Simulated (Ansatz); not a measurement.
The system is AlCo4.

```
Co Al
1.0
     1.28934    0.74440    9.97436
    -1.28934    0.74440    9.97436
     0.00000   -1.48880    9.97436
Co Al
4 1
Direct
  0.40114 0.40114 0.40114
  0.79968 0.79968 0.79968
  0.20032 0.20032 0.20032
  0.59886 0.59886 0.59886
  0.00000 0.00000 0.00000
```

The cell comes from a database or a generator and needn't be the stable form of this composition.

Base run:

| Quantity | Value |
| --- | --- |
| Program | Ansatz 0.2.0 |
| Functional | PBEsol |
| Potentials or basis | Ansatz PAW |
| Cutoff | 420 eV (not typed: the program's choice for these potentials) |
| k mesh | 10 × 10 × 10 |
| Occupations | fermi-dirac, width 0.05 eV |
| Spin | collinear spin, ferromagnetic start |
| Starting moments | [2.5, 2.5, 2.5, 2.5, 0.0] μB |
| Fixed moment | 10 μB |

Its results: pressure 9.3 GPa; site moments Co +2.23, +2.39; Al +0.22 μB; largest force 0.614 eV/Å.

Problem. After a change of settings the same cell gave: pressure -0.6 GPa; site moments Co +1.86, +2.09; Al +0.06 μB; largest force 0.427 eV/Å. Which change was it?
A. fixed moment from 10 μB to 8 μB; moments at the start from [2.5, 2.5, 2.5, 2.5, 0.0] to [2.0, 2.0, 2.0, 2.0, 0.0]
B. fixed moment from 10 μB to 2 μB; moments at the start from [2.5, 2.5, 2.5, 2.5, 0.0] to [0.5, 0.5, 0.5, 0.5, 0.0]
C. fixed moment from 10 μB to 16 μB; moments at the start from [2.5, 2.5, 2.5, 2.5, 0.0] to [4.0, 4.0, 4.0, 4.0, 0.0]
D. fixed moment from 10 μB to 6 μB; moments at the start from [2.5, 2.5, 2.5, 2.5, 0.0] to [1.5, 1.5, 1.5, 1.5, 0.0]

Solution. A.

Caveats: the total moment is fixed, so each spin has its own Fermi level; the PAW data sets come from PBE, with cores solved anew for the run's functional, which leaves a small shift of forces and pressure; the thresholds are loose for stress.
